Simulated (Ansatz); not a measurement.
# CrCoH3: the cost of one run

Method: DFT PBE, scalar-relativistic, plane waves, PAW, in Ansatz 0.2.0.

### Step 1. Starting point

It takes space group P4mm (No. 99, tetragonal). Conventional cell: a = 3.237 Å, b = 3.237 Å, c = 3.278 Å, α = 90.00°, β = 90.00°, γ = 90.00°. Around Cr (site symmetry 4mm) lie 12 H at 2.27 to 2.34 Å. Co (site symmetry 4mm) has 6 H at 1.51 to 1.77 Å in its first shell of neighbours. H (site symmetry 4mm) has 2 Co at 1.51 to 1.77 Å in its first shell of neighbours. H (site symmetry 2mm) has 2 Co at 1.62 Å and 4 Cr at 2.27 to 2.34 Å in its first shell of neighbours.

As a file:

```xyz
5
Lattice="3.2372 0.0000 0.0000 0.0000 3.2372 0.0000 0.0000 0.0000 3.2777" Properties=species:S:1:pos:R:3 pbc="T T T"
Cr    0.0000    0.0000    0.0000
Co    1.6186    1.6186    1.6880
H     1.6186    1.6186    3.1958
H     0.0000    1.6186    1.5897
H     1.6186    0.0000    1.5897
```

(A quick probe on a coarse mesh, which set the mesh and smearing, is not shown.)

### Step 3. Coarse relaxation

The input, input.yaml:

```yaml
crystal:
  lattice:
    - [3.2371626982, 0.0, 0.0]
    - [0.0, 3.2371626982, 0.0]
    - [0.0, 0.0, 3.2777286468]
  atoms:
    - { symbol: Cr, position: [0.0, 0.0, 0.0], spin: 3.31 }
    - { symbol: Co, position: [0.5, 0.5, 0.515], spin: -0.19 }
    - { symbol: H, position: [0.5, 0.5, 0.975] }
    - { symbol: H, position: [0.0, 0.5, 0.485] }
    - { symbol: H, position: [0.5, 0.0, 0.485] }
basis:
  ecutwfc: 420
kpoints:
  mp_grid: { grid: [6, 6, 6] }
hamiltonian:
  xc: pbe
scf:
  occupations: { method: gaussian, width: 0.1 }
  lower_state_search: "off"
output:
  forces: true
  stress: true
  eigenvalues: true
  populations: true
magnetization:
  spin_polarized: true
relax:
  adjacent_minimum: "off"
  f_tol: 0.04
  max_steps: 70
  cell: { stress_tol: 0.4 }
```

On the command line:

```console
ansatz run input.yaml --threads 1 --pin off --max-ram 2560MiB --backend cpu --events-out ev --progress --plain --runs-dir out
```

What time and memory should one allow on 1 thread of Arm Neoverse V1, shared host?

About 54 s, with a peak of 0.37 GiB.
